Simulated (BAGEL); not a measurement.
# A workflow on CHClFNOSi (SMILES O=C=N[SiH](F)Cl)

We compute a single-point energy (HF/def2-SVP), then the energy (NEVPT2(2,2)/def2-SVP) of CHClFNOSi. 

Program for the calculation: BAGEL 1.2.2.

2 further runs of the same task are left out: 2 set aside as unsound or not needed.

### Step 1. Starting point

CHClFNOSi has 7 atoms, charge 0, and is taken as a singlet. SMILES: `O=C=N[SiH](F)Cl`. The Si4–F5 distance was set to 2.134 Å, away from the relaxed value.

Bond lengths: O1–C2 1.159 Å, C2–N3 1.198 Å, N3–Si4 1.686 Å, Si4–Cl6 2.029 Å, Si4–H7 1.466 Å. Angles: O1–C2–N3 177.6°, C2–N3–Si4 156.6°, N3–Si4–Cl6 110.5°, N3–Si4–H7 110.6°, Cl6–Si4–H7 110.3°. A long bond or contact: Si4–F5 2.134 Å.

### Step 2. The energy at HF/def2-SVP (density fitting with svp-jkfit) (run 1)

Contents of hf.json:

```json
{ "bagel": [

{
  "title": "molecule",
  "basis": "svp",
  "df_basis": "svp-jkfit",
  "angstrom": true,
  "geometry": [
    { "atom": "O", "xyz": [    0.398041,   -2.557242,    1.962391 ] },
    { "atom": "C", "xyz": [    0.095041,   -1.759442,    1.178291 ] },
    { "atom": "N", "xyz": [   -0.217859,   -0.970742,    0.331991 ] },
    { "atom": "Si", "xyz": [   -0.691359,    0.522258,   -0.293009 ] },
    { "atom": "F", "xyz": [    0.917700,    1.292700,   -1.464400 ] },
    { "atom": "Cl", "xyz": [   -1.070059,    1.833858,    1.207691 ] },
    { "atom": "H", "xyz": [   -1.873259,    0.371958,   -1.146509 ] }
  ]
},
{
  "title": "hf"
},
{
  "title": "print",
  "file": "orbitals.molden",
  "orbitals": true
}

]}
```

Launch:

```sh
$ BAGEL_NUM_THREADS=1 BAGEL hf.json > hf.out
```

The log of the run:

```text
* using 1 threads per process

  ===============================================================
  ===============================================================

  *** Geometry ***

  { "atom" : "O", "xyz" : [      0.752188,     -4.832487,      3.708382 ] },
  { "atom" : "C", "xyz" : [      0.179601,     -3.324864,      2.226647 ] },
  { "atom" : "N", "xyz" : [     -0.411694,     -1.834437,      0.627372 ] },
  { "atom" : "Si", "xyz" : [     -1.306479,      0.986925,     -0.553707 ] },
  { "atom" : "F", "xyz" : [      1.734202,      2.442849,     -2.767315 ] },
  { "atom" : "Cl", "xyz" : [     -2.022118,      3.465489,      2.282205 ] },
  { "atom" : "H", "xyz" : [     -3.539946,      0.702899,     -2.166588 ] },

  Number of auxiliary basis functions:      580

  Since a DF basis is specified, we compute 2- and 3-index integrals:
    o Being stored without compression. Storage requirement is 0.044 GB

  Number of basis functions:       97
  Number of electrons      :       62

    * METHOD: MOLECULE                             0.36

  *** RHF ***

  === Nuclear Repulsion ===
   319.9472110303

      * DIIS with orbital gradients will be used.

  === RHF iteration (svp) ===
      0      -1014.93749715          0.01922071           0.14
      1      -1015.09274397          0.01526293           0.13
      2      -1015.26001084          0.00184527           0.14
      3      -1015.26254824          0.00081302           0.14
      4      -1015.26316410          0.00019002           0.14
      5      -1015.26320851          0.00008080           0.14
      6      -1015.26321890          0.00003331           0.14
      7      -1015.26322138          0.00001479           0.13
      8      -1015.26322166          0.00000576           0.13
      9      -1015.26322171          0.00000235           0.13
     10      -1015.26322171          0.00000120           0.14
     11      -1015.26322171          0.00000056           0.13
     12      -1015.26322171          0.00000032           0.13
     13      -1015.26322171          0.00000013           0.14
     14      -1015.26322172          0.00000007           0.14
     15      -1015.26322171          0.00000003           0.14
     16      -1015.26322171          0.00000001           0.13
     17      -1015.26322171          0.00000001           0.13
    * SCF iteration converged.

    * Permanent dipole moment:
           (    1.310626,     0.413711,    -0.444706) a.u.

    * METHOD: HF                                   2.74

    * METHOD: PRINT                                0.02

  ===============================================================
```

Wall time 3.3 s (1 thread of Arm Neoverse V1, shared host); peak memory 0.17 GiB.

### Step 3. A single-point energy at NEVPT2(2,2)/def2-SVP (density fitting with svp-jkfit) (run 2)

Contents of job.json:

```json
{ "bagel": [

{
  "title": "molecule",
  "basis": "svp",
  "df_basis": "svp-jkfit",
  "angstrom": true,
  "geometry": [
    { "atom": "O", "xyz": [    0.398041,   -2.557242,    1.962391 ] },
    { "atom": "C", "xyz": [    0.095041,   -1.759442,    1.178291 ] },
    { "atom": "N", "xyz": [   -0.217859,   -0.970742,    0.331991 ] },
    { "atom": "Si", "xyz": [   -0.691359,    0.522258,   -0.293009 ] },
    { "atom": "F", "xyz": [    0.917700,    1.292700,   -1.464400 ] },
    { "atom": "Cl", "xyz": [   -1.070059,    1.833858,    1.207691 ] },
    { "atom": "H", "xyz": [   -1.873259,    0.371958,   -1.146509 ] }
  ]
},
{ "title": "hf" },
{ "title": "casscf", "nstate": 1, "nact": 2, "nclosed": 30, "nspin": 0, "active": [25, 32], "maxiter": 200, "natocc": true },
{
  "title": "nevpt2",
  "nstate": 1,
  "nact": 2,
  "nclosed": 30,
  "nspin": 0,
  "active": [25, 32],
  "maxiter": 200,
  "natocc": true,
  "ncore": 14
},
{ "title": "print", "file": "orbitals.molden", "orbitals": true }

]}
```

Launch:

```sh
$ BAGEL_NUM_THREADS=1 BAGEL job.json > job.out
```

The log of the run:

```text
* using 1 threads per process

  ===============================================================
  ===============================================================

  *** Geometry ***

  { "atom" : "O", "xyz" : [      0.752188,     -4.832487,      3.708382 ] },
  { "atom" : "C", "xyz" : [      0.179601,     -3.324864,      2.226647 ] },
  { "atom" : "N", "xyz" : [     -0.411694,     -1.834437,      0.627372 ] },
  { "atom" : "Si", "xyz" : [     -1.306479,      0.986925,     -0.553707 ] },
  { "atom" : "F", "xyz" : [      1.734202,      2.442849,     -2.767315 ] },
  { "atom" : "Cl", "xyz" : [     -2.022118,      3.465489,      2.282205 ] },
  { "atom" : "H", "xyz" : [     -3.539946,      0.702899,     -2.166588 ] },

  Number of auxiliary basis functions:      580

[... 21 lines left out ...]
    * SCF iteration converged.
[... 1 line left out ...]
    * Permanent dipole moment:
[... 27 lines left out ...]
    * Second-order optimization converged. *

     guess   0:   closed 1.                   open ..

  === FCI iteration ===

      0  0     -1015.26048708     1.01e-01      0.00
      1  0     -1015.29184826     1.45e-02      0.00
      2  0 *   -1015.29295369     6.10e-16      0.00

     * ci vector, state   0, <S^2> = 0.0000
       2.     0.9871731158
       .2    -0.1596534980

    * METHOD: CASSCF                              18.27

    * freezing 14 orbitals

  === DF-NEVPT2 calculation ===

    * 3-index integral transformation done
    * assembly done

      NEVPT2 correlation energy:   -0.8390399655      0.30

          (+0)     -0.7312729027
          (+0)'    -0.0491651392
          (+1)     -0.0142121083
          (+1)'    -0.0000000000
          (+2)     -0.0006888741
          (-1)     -0.0392588901
          (-1)'     0.0000000000
          (-2)     -0.0044420511

      NEVPT2 total energy:       -1016.1319936519

    * METHOD: NEVPT2                               0.54

    * METHOD: PRINT                                0.02

  ===============================================================
```

Run time: 22 s. Hardware: 1 thread of Arm Neoverse V1, shared host; peak memory 0.17 GiB.

### Step 4. Summary of results

| quantity | value |
| --- | --- |
| run 1, HF/def2-SVP: total energy | -1015.26322 Eh |
| run 1, HF/def2-SVP: dipole moment | 3.67 D |
| run 1, HF/def2-SVP: HOMO energy | -13.32 eV |
| run 1, HF/def2-SVP: LUMO energy | 2.02 eV |
| run 1, HF/def2-SVP: HOMO–LUMO gap | 15.34 eV |
| run 2, NEVPT2(2,2)/def2-SVP: total energy | -1016.13199 Eh |
